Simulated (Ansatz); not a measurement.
# HfIn4SiO6 (P1) in Ansatz: band structure with r2SCAN

Aim: the band structure of HfIn4SiO6 with r2SCAN.

Everything below comes from runs of Ansatz 0.2.0. Logs are shortened: lines on timing, memory, paths and dates and some standing lists are left out, and cuts for length are marked.

### Step 1. The structure

The typed cell holds 12 atoms: a = 5.332 Å, b = 5.522 Å, c = 9.654 Å, α = 92.40°, β = 99.58°, γ = 117.67°.

The cell was built by a generator and needn't be a form met in nature.

### Step 2. Band structure, r2SCAN, spin-orbit coupling, no magnetisation

input.yaml reads:

```yaml
crystal:
  lattice:
    - [5.33162, 0.01593, -0.04837]
    - [-2.57933, 4.88198, -0.01914]
    - [-1.51813, -1.22216, 9.45525]
  atoms:
    - { symbol: Hf, position: [0.23802, 0.06928, 0.40279] }
    - { symbol: In, position: [0.14547, 0.57471, 0.87038] }
    - { symbol: In, position: [0.52445, 0.7222, 0.34881] }
    - { symbol: In, position: [0.57313, 0.31316, 0.12096] }
    - { symbol: In, position: [0.8825, 0.38531, 0.56415] }
    - { symbol: Si, position: [0.88112, 0.9477, 0.03773] }
    - { symbol: O, position: [0.26442, 0.40613, 0.48868] }
    - { symbol: O, position: [0.95713, 0.78886, 0.48788] }
    - { symbol: O, position: [0.83989, 0.63938, 0.98584] }
    - { symbol: O, position: [0.99055, 0.0027, 0.2137] }
    - { symbol: O, position: [0.13665, 0.20373, 0.97864] }
    - { symbol: O, position: [0.56667, 0.94684, 0.00044] }
hamiltonian:
  xc: r2scan
  pseudopotentials: { kind: paw_fr }
magnetization:
  noncollinear: true
  spin_orbit: true
kpoints:
  mp_grid: { grid: [4, 4, 2] }
  band_path:
    path:
      - [[0.0, 0.0, -0.5], [0.0, 0.0, 0.0], [0.0, 0.5, 0.0]]
      - [[0.0, 0.5, -0.5], [0.0, 0.0, 0.0], [0.5, -0.5, 0.0]]
      - [[0.5, -0.5, -0.5], [0.0, 0.0, 0.0], [0.5, 0.0, 0.0]]
      - [[0.5, 0.0, -0.5], [0.0, 0.0, 0.0]]
    npoints: 10
scf:
  occupations: { method: fermi_dirac, width: 0.05 }
  n_extra_bands: 30
output:
  forces: true
  stress: true
  eigenvalues: true
  fatbands: true
```

Potentials or basis: Ansatz PAW.

Run with:

```
$ ansatz run input.yaml --threads 8 --pin off --max-ram 20480MiB --backend cpu --events-out ev --progress --plain --runs-dir out
```

The program printed:

```text
Warning: RAYON_NUM_THREADS=8 ignored (pool sized by the plan → 8); use --threads N
scf.n_extra_bands = 30 over 118 filled bands (N_el = 118.0): the run solves 148 bands
Engine: ansatz 0.2.0, aarch64-unknown-linux-gnu
Pseudopotentials: kind: paw_fr
Pseudopotential: Hf, paw_fr, valence charge 26, recommended cutoff 500 eV (meta_gga), Hf.paw.azcp#standard-fr
Pseudopotential: In, paw_fr, valence charge 13, recommended cutoff 500 eV (meta_gga), In.paw.azcp#standard-fr
Pseudopotential: Si, paw_fr, valence charge 4, recommended cutoff 500 eV (meta_gga), Si.paw.azcp#standard-fr
Pseudopotential: O, paw_fr, valence charge 6, recommended cutoff 500 eV (meta_gga), O.paw.azcp#standard-fr
Functional definition: r2SCAN
  parameter k0 = 0.174
  parameter k1 = 0.065
  parameter a1 = 4.9479
  exchange = r2scan_x(k0 = k0, k1 = k1, a1 = a1)
  correlation = r2scan_c
non-collinear run that drives no moment, with spin-orbit: no starting moment large enough to seed its density (crystal.atoms[].spin), no starting occupations that ask for one, no magnetisation constraint and no magnetic field, so the semilocal B_xc is pinned to zero
Crystal: 12 atoms, lattice volume = 245.863 Å³
Basis set: ecut = 500 eV, 6243 PW (Γ), exchange–correlation on 160×180×288 points (64 copies of the dense FFT grid, shifted against one another)
Bands: 148, of which v1, the nominal top of the filled ones, is band 118 counted from 1 (117 counted from 0)
Symmetry: 1 space group operations + 1 with time reversal
Magnetic group: BNS 1.2 (UNI 2), of the structure as read, at distance tolerance 6.3e-5 Å
[... 65 lines left out ...]
  E_paw        = -25100.139686  (= ΣΔE_a)
  E_vpaw       = -44.488323  (= ΣTr[D̂ρ^β])
  E_aug_tail   = 0.006157  (compensation charges beyond the density's cutoff)
  E_vtau       = 88.526625  (kinetic-family band-sum trace: ∫τ·v_τ [+ j·A + Jᵃ·Aᵃ] dr)
  E_ewald      = -8366.251078
  E_core_change = 3.945411  (= ΣΔE_core)
  E_smearing   = -0.000000  (= −TS)
  E_closure    = -0.000000  (closes the sum)
  Σ components = -42173.763377   (vs F -42173.763377, Δ=0.00e0)
--- Forces (eV/Å), atoms counted from 1 ---
  atom   1  Hf    -0.23500158    -0.04958973     0.10441252
  atom   2  In    -0.04160284    -0.01403396     0.19174386
  atom   3  In     0.10901192    -0.12245827     0.18058808
  atom   4  In    -0.04166385    -0.00867314    -0.24042800
  atom   5  In     0.15707282     0.20765824    -0.07731080
  atom   6  Si     0.00078016    -0.00549398     0.12721223
  atom   7  O     -0.01459306    -0.10452921    -0.22652422
  atom   8  O     -0.00410759     0.04395841    -0.23307856
  atom   9  O     -0.04881292     0.24086632     0.14557393
  atom  10  O     -0.01165613    -0.02175689    -0.29682288
  atom  11  O     -0.12179670    -0.17236865     0.20808041
  atom  12  O      0.25226784     0.00645078     0.11648393
  max |Σ_I F_I| component: 1.02e-4 eV/Å
--- Stress (GPa, compression-positive) ---
       -3.453836      -0.067457       0.113229
       -0.067455      -3.524936       0.087275
        0.113229       0.087276      -2.814748
  P = ⅓ Tr σ = -3.2645 GPa (-32.645 kbar)
--- Band table (eV; the first three rows and the last of 20) ---
  k-point 0: bands = ["-57.2405", "-57.2405", "-31.0152", "-31.0152", "-23.5602", "-23.5602", "-23.4641", "-23.4641", "-14.8799", "-14.8799", "-13.6651", "-13.6651", "-13.5747", "-13.5747", "-13.5248", "-13.5248", "-12.9396", "-12.9396", "-12.5879", "-12.5879", "-8.6856", "-8.6856", "-8.6429", "-8.6429", "-8.5976", "-8.5976", "-8.5555", "-8.5555", "-8.5421", "-8.5421", "-8.5350", "-8.5350", "-8.4285", "-8.4285", "-8.3283", "-8.3283", "-7.8459", "-7.8459", "-7.8204", "-7.8204", "-7.7802", "-7.7802", "-7.7574", "-7.7574", "-7.7297", "-7.7297", "-7.7049", "-7.7049", "-7.6848", "-7.6848", "-7.6523", "-7.6523", "-7.6263", "-7.6263", "-7.5280", "-7.5280", "-7.4888", "-7.4888", "-7.4111", "-7.4111", "-6.5909", "-6.5909", "-6.5617", "-6.5617", "-6.5411", "-6.5411", "-4.8610", "-4.8610", "-4.8358", "-4.8358", "-4.8144", "-4.8144", "-4.8024", "-4.8024", "-2.1257", "-2.1257", "-0.4889", "-0.4889", "-0.0068", "-0.0068", "0.2018", "0.2018", "0.3302", "0.3302", "0.9259", "0.9259", "1.0494", "1.0494", "1.4510", "1.4510", "1.6721", "1.6721", "2.0298", "2.0298", "2.2169", "2.2169", "2.3976", "2.3976", "2.4682", "2.4682", "2.6570", "2.6570", "2.8119", "2.8119", "2.9754", "2.9754", "3.1149", "3.1149", "3.5208", "3.5208", "3.6963", "3.6963", "4.5655", "4.5655", "4.8567", "4.8567", "6.2923", "6.2923", "7.7429", "7.7429", "9.0768", "9.0768", "9.5189", "9.5189", "9.9443", "9.9443", "10.3389", "10.3389", "10.7763", "10.7763", "10.9868", "10.9868", "11.3939", "11.3939", "11.7685", "11.7685", "11.8567", "11.8567", "12.0902", "12.0902", "12.3465", "12.3465", "12.6371", "12.6371", "13.0003", "13.0003", "13.4754", "13.4754"]
  k-point 1: bands = ["-57.2405", "-57.2405", "-31.0152", "-31.0152", "-23.5602", "-23.5602", "-23.4641", "-23.4641", "-14.8798", "-14.8798", "-13.6654", "-13.6654", "-13.5747", "-13.5747", "-13.5250", "-13.5250", "-12.9393", "-12.9393", "-12.5879", "-12.5879", "-8.6850", "-8.6850", "-8.6419", "-8.6419", "-8.6007", "-8.6007", "-8.5541", "-8.5541", "-8.5435", "-8.5435", "-8.5338", "-8.5338", "-8.4282", "-8.4282", "-8.3284", "-8.3284", "-7.8462", "-7.8462", "-7.8216", "-7.8216", "-7.7792", "-7.7792", "-7.7552", "-7.7552", "-7.7343", "-7.7343", "-7.7069", "-7.7069", "-7.6795", "-7.6795", "-7.6509", "-7.6509", "-7.6244", "-7.6244", "-7.5298", "-7.5298", "-7.4906", "-7.4906", "-7.4112", "-7.4112", "-6.5909", "-6.5909", "-6.5617", "-6.5617", "-6.5411", "-6.5411", "-4.8611", "-4.8611", "-4.8357", "-4.8357", "-4.8145", "-4.8145", "-4.8025", "-4.8025", "-2.1212", "-2.1212", "-0.4683", "-0.4683", "0.0160", "0.0160", "0.2903", "0.2903", "0.3343", "0.3343", "0.5223", "0.5223", "1.2396", "1.2396", "1.4573", "1.4573", "1.6589", "1.6589", "2.0699", "2.0699", "2.2296", "2.2296", "2.4468", "2.4468", "2.4684", "2.4684", "2.6345", "2.6345", "2.7920", "2.7920", "3.1296", "3.1296", "3.3544", "3.3544", "3.4605", "3.4605", "3.6697", "3.6697", "3.8596", "3.8596", "5.6129", "5.6129", "5.8796", "5.8796", "8.2407", "8.2407", "8.3304", "8.3304", "9.5574", "9.5574", "10.1489", "10.1489", "10.3911", "10.3911", "10.6559", "10.6559", "11.0656", "11.0656", "11.4480", "11.4480", "11.6631", "11.6631", "12.0096", "12.0096", "12.1917", "12.1917", "12.3639", "12.3639", "12.7017", "12.7017", "13.0597", "13.0597", "13.5890", "13.5890"]
  k-point 2: bands = ["-57.2405", "-57.2405", "-31.0154", "-31.0153", "-23.5618", "-23.5609", "-23.4647", "-23.4644", "-14.8522", "-14.8514", "-13.6662", "-13.6623", "-13.6012", "-13.5998", "-13.5284", "-13.5268", "-12.9263", "-12.8655", "-12.6468", "-12.5895", "-8.6811", "-8.6772", "-8.6442", "-8.6356", "-8.6040", "-8.5932", "-8.5748", "-8.5682", "-8.5453", "-8.5401", "-8.5373", "-8.5319", "-8.4292", "-8.4237", "-8.3349", "-8.3256", "-7.8460", "-7.8431", "-7.8232", "-7.8081", "-7.7804", "-7.7709", "-7.7604", "-7.7497", "-7.7459", "-7.7350", "-7.7063", "-7.7014", "-7.6878", "-7.6841", "-7.6697", "-7.6569", "-7.6398", "-7.6364", "-7.5326", "-7.5295", "-7.4912", "-7.4799", "-7.4144", "-7.4113", "-6.5915", "-6.5908", "-6.5629", "-6.5601", "-6.5422", "-6.5340", "-4.8613", "-4.8605", "-4.8368", "-4.8351", "-4.8147", "-4.8111", "-4.8042", "-4.7978", "-1.9745", "-1.9709", "-0.6067", "-0.5969", "-0.2278", "-0.2108", "0.2011", "0.2055", "0.4718", "0.4811", "0.7248", "0.7615", "1.0627", "1.0700", "1.4414", "1.4629", "1.6479", "1.6588", "1.8314", "1.8445", "1.9581", "1.9666", "2.3360", "2.3935", "2.4685", "2.4796", "2.7635", "2.7771", "3.0748", "3.0853", "3.1272", "3.1801", "3.3282", "3.3483", "3.4694", "3.4831", "3.5752", "3.5853", "4.6412", "4.6518", "5.1866", "5.2193", "5.8426", "5.8897", "8.3734", "8.4384", "8.6928", "8.7525", "9.0736", "9.1586", "9.8918", "9.9293", "10.3111", "10.3457", "10.6741", "10.7016", "10.9572", "11.0145", "11.3961", "11.4337", "11.5711", "11.6222", "11.8871", "11.9243", "12.0436", "12.0732", "12.2500", "12.3381", "12.7837", "12.8329", "13.0496", "13.1064", "13.3743", "13.4215"]
  k-point 19: bands = ["-57.2405", "-57.2405", "-31.0154", "-31.0154", "-23.5610", "-23.5610", "-23.4657", "-23.4657", "-14.8037", "-14.8037", "-13.6778", "-13.6778", "-13.6162", "-13.6162", "-13.5511", "-13.5511", "-12.8758", "-12.8758", "-12.6184", "-12.6184", "-8.6735", "-8.6735", "-8.6300", "-8.6300", "-8.6020", "-8.6020", "-8.5901", "-8.5901", "-8.5500", "-8.5500", "-8.5190", "-8.5190", "-8.4213", "-8.4213", "-8.3577", "-8.3577", "-7.8410", "-7.8410", "-7.8036", "-7.8036", "-7.7760", "-7.7760", "-7.7570", "-7.7570", "-7.7407", "-7.7407", "-7.7142", "-7.7142", "-7.6810", "-7.6810", "-7.6660", "-7.6660", "-7.6444", "-7.6444", "-7.5323", "-7.5323", "-7.4956", "-7.4956", "-7.4660", "-7.4660", "-6.5913", "-6.5913", "-6.5609", "-6.5609", "-6.5372", "-6.5372", "-4.8613", "-4.8613", "-4.8352", "-4.8352", "-4.8124", "-4.8124", "-4.7994", "-4.7994", "-1.8091", "-1.8091", "-0.6186", "-0.6186", "-0.0636", "-0.0636", "0.2041", "0.2041", "0.3947", "0.3947", "0.4428", "0.4428", "0.8527", "0.8527", "1.3185", "1.3185", "1.8449", "1.8449", "1.9156", "1.9156", "2.0491", "2.0491", "2.1088", "2.1088", "2.5098", "2.5098", "2.7452", "2.7452", "3.1346", "3.1346", "3.3047", "3.3047", "3.5183", "3.5183", "3.5685", "3.5685", "4.1079", "4.1079", "4.5053", "4.5053", "4.6902", "4.6902", "6.4752", "6.4752", "8.3872", "8.3872", "8.4847", "8.4847", "9.3565", "9.3565", "9.8237", "9.8237", "9.9566", "9.9566", "10.3778", "10.3778", "10.7006", "10.7006", "10.9621", "10.9621", "11.1440", "11.1440", "11.5566", "11.5566", "11.9893", "11.9893", "12.3737", "12.3737", "12.8909", "12.8909", "13.4804", "13.4804", "13.7145", "13.7145"]
```

Run time: 6 min. Hardware: 8 threads of Arm Neoverse V2, shared host; peak memory 7.2 GiB.

Results:

* Free energy: -42173.7634 eV
* Pressure: -3.3 GPa
* Largest force: 0.298 eV/Å
* Band gap on the k mesh: 1.27 eV, indirect (least direct gap 1.45 eV)
* Band gap along the path: 1.27 eV, indirect (least direct gap 1.45 eV)

Forces in eV/Å, atoms in the order of the input:
```
Hf  -0.235 -0.050  0.104
In  -0.042 -0.014  0.192
In   0.109 -0.122  0.181
In  -0.042 -0.009 -0.240
In   0.157  0.208 -0.077
Si   0.001 -0.005  0.127
O   -0.015 -0.105 -0.227
O   -0.004  0.044 -0.233
O   -0.049  0.241  0.146
O   -0.012 -0.022 -0.297
O   -0.122 -0.172  0.208
O    0.252  0.006  0.116
```

Levels at the corners of the path, in eV from the valence-band top:
| point | band 115 | band 116 | band 117 | band 118 | band 119 | band 120 | band 121 | band 122 |
| --- | --- | --- | --- | --- | --- | --- | --- | --- |
| X | -0.86 | -0.86 | -0.60 | -0.60 | 1.77 | 1.77 | 1.86 | 1.86 |
| Γ | -1.62 | -1.62 | -0.18 | -0.18 | 1.27 | 1.27 | 2.60 | 2.60 |
| Y | -1.41 | -1.41 | -0.45 | -0.45 | 1.65 | 1.65 | 2.25 | 2.25 |
| L | -1.48 | -1.48 | -0.64 | -0.64 | 2.13 | 2.13 | 2.42 | 2.42 |
| Γ | -1.62 | -1.62 | -0.18 | -0.18 | 1.27 | 1.27 | 2.60 | 2.60 |
| Z | -1.57 | -1.57 | -0.25 | -0.25 | 2.26 | 2.26 | 2.41 | 2.41 |
| N | -1.79 | -1.79 | 0.00 | 0.00 | 1.91 | 1.91 | 2.01 | 2.01 |
| Γ | -1.62 | -1.62 | -0.18 | -0.18 | 1.27 | 1.27 | 2.60 | 2.60 |
| M | -0.99 | -0.99 | -0.37 | -0.37 | 1.64 | 1.64 | 2.21 | 2.21 |
| R | -0.99 | -0.99 | -0.26 | -0.26 | 1.44 | 1.44 | 2.19 | 2.19 |
| Γ | -1.62 | -1.62 | -0.18 | -0.18 | 1.27 | 1.27 | 2.60 | 2.60 |

Caveat: the PAW data sets come from PBE, with cores solved anew for the run's functional, which leaves a small shift of forces and pressure. r2SCAN opens gaps a little over a GGA but as a rule still falls short of measured ones.
